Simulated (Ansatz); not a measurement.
# BClH5NSi: the cost of one run

All numbers below are computed with Ansatz 0.2.0 (RHF/def2-SVP).

## (1) The starting structure

Bond lengths: B1–Si2 1.953 Å, Si2–N3 1.726 Å, Si2–Cl4 2.083 Å, B1–H5 1.169 Å, B1–H6 1.170 Å, Si2–H7 1.468 Å, N3–H8 1.008 Å, N3–H9 1.007 Å. Angles: B1–Si2–N3 112.0°, B1–Si2–Cl4 105.5°, B1–Si2–H7 122.6°, N3–Si2–Cl4 111.7°, N3–Si2–H7 101.8°, Cl4–Si2–H7 102.9°, Si2–B1–H5 121.0°, Si2–B1–H6 122.0°, H5–B1–H6 116.9°, Si2–N3–H8 120.5°, Si2–N3–H9 120.2°, H8–N3–H9 109.8°.

As a file:

```xyz
9

B    -0.6373    1.4015   -0.6095
Si    0.3474   -0.2701   -0.3858
N     0.4899   -0.7187    1.2745
Cl   -0.7124   -1.6913   -1.4788
H    -0.4439    2.0962   -1.5299
H    -1.4673    1.7375    0.1429
H     1.7232   -0.4482   -0.8650
H     0.9672   -1.5664    1.5366
H    -0.2668   -0.5403    1.9150
```

## (2) End point A

Input file input.yaml:

```yaml
crystal:
  periodic: [false, false, false]
  atoms:
    - { symbol: B, position_ang: [-0.63732, 1.40146, -0.60948] }
    - { symbol: Si, position_ang: [0.34737, -0.27013, -0.38584] }
    - { symbol: "N", position_ang: [0.48992, -0.71873, 1.27449] }
    - { symbol: Cl, position_ang: [-0.71237, -1.69131, -1.47879] }
    - { symbol: H, position_ang: [-0.44394, 2.09615, -1.52989] }
    - { symbol: H, position_ang: [-1.46731, 1.73752, 0.14287] }
    - { symbol: H, position_ang: [1.72323, -0.44825, -0.86503] }
    - { symbol: H, position_ang: [0.96718, -1.56643, 1.53662] }
    - { symbol: H, position_ang: [-0.26676, -0.54029, 1.91505] }
basis:
  gaussian: { orbitals: def2-SVP }
hamiltonian:
  xc: hf
relax:
  f_tol: 0.015
  max_steps: 40
output:
  orbitals: {}
```

Command:

```sh
> ansatz run input.yaml --threads 1 --pin off --max-ram 2048MiB --backend cpu --events-out ev --progress --plain --runs-dir out
```

What time and memory should one allow on 1 thread of Arm Neoverse V2, shared host?

About 16 s, with a peak of 0.16 GiB.
